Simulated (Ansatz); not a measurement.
Born–Oppenheimer molecular dynamics of a periodic cell of 21 atoms, CaH₁₂Cl₂O₆ (host CaH12Cl2O6, host structure P321). It starts from an unrelaxed structure (largest force component 2.41 eV/Å).

Level of theory: DFT r2SCAN, scalar-relativistic, plane waves, PAW in Ansatz. Settings: accuracy low, cutoff 200 eV, k mesh 1x1x2, fermi-dirac smearing 0.05 eV, no spin polarisation.

```yaml
ensemble: NVT, Nosé–Hoover chain
time_step: 0.5 fs
steps_asked: 110
set_temperature: 700 K
thermostat: time constant 100 fs, chain length 3
seed: 394530
```

First frame:

```xyz
21
Lattice="8.0417 0.0000 0.0000 -4.0209 6.9643 0.0000 0.0000 0.0000 4.1109" Properties=species:S:1:pos:R:3
Ca 0.000 0.000 0.000
H -2.163 5.332 2.135
H 0.484 2.425 2.135
H 1.679 6.172 2.135
H 1.858 1.632 1.976
H 4.505 4.540 1.976
H 5.700 0.793 1.976
H -0.948 3.038 0.409
H 1.865 4.624 0.409
H -0.916 6.267 0.409
H 3.105 0.697 3.701
H 5.885 2.340 3.701
H 3.072 3.927 3.701
Cl 4.021 2.321 2.469
Cl 0.000 4.643 1.642
O 0.863 1.495 2.055
O -3.158 5.469 2.055
O 6.315 0.000 2.055
O 2.768 4.795 0.000
O -1.252 2.169 0.000
O 2.505 0.000 0.000
```

Q: What does the run give?

A: The run went to its last step.

```
steps done                                               : 110
time covered                                             : 55 fs
mean temperature over the second half                    : 456 K
spread of the potential energy over the second half      : 11.0 meV per atom
mean potential energy of the second half above the start : 32.1 meV per atom
```

The conserved energy stayed within 0.72 meV per atom of its start (net change -0.72 meV per atom), so the integration is sound. The mean temperature of the second half is 35 % below the set value. A run of 0.055 ps of so small a system gives no equilibrium averages. The plane-wave cutoff is below what these datasets need, so energies and pressures aren't converged. Limits of this set-up: coarse k mesh, low accuracy level.

Q: What happens to the structure?

A: Mean squared displacements from the first frame to the last, about the centre of mass: Ca 0.05 Å², H 0.16 Å², Cl 0.05 Å², O 0.05 Å². The details hang on the random start.

Q: How do temperature and energy run in time?

A: 
```csv
time (fs),T (K),potential energy less start (eV),conserved less start (meV/atom)
0.0,700,0.000,0.00
4.5,670,0.072,-0.32
9.0,486,0.551,-0.02
13.5,421,0.714,-0.38
18.0,403,0.769,-0.11
22.5,520,0.465,-0.44
27.0,467,0.613,-0.17
31.5,537,0.435,-0.41
36.0,389,0.834,-0.16
40.5,519,0.502,-0.49
45.0,432,0.744,-0.20
49.5,591,0.343,-0.60
54.0,451,0.727,-0.31
```

Time of the run: 7.3 min on 1 thread of Arm Neoverse V1 (shared host), peak memory 0.37 GiB.
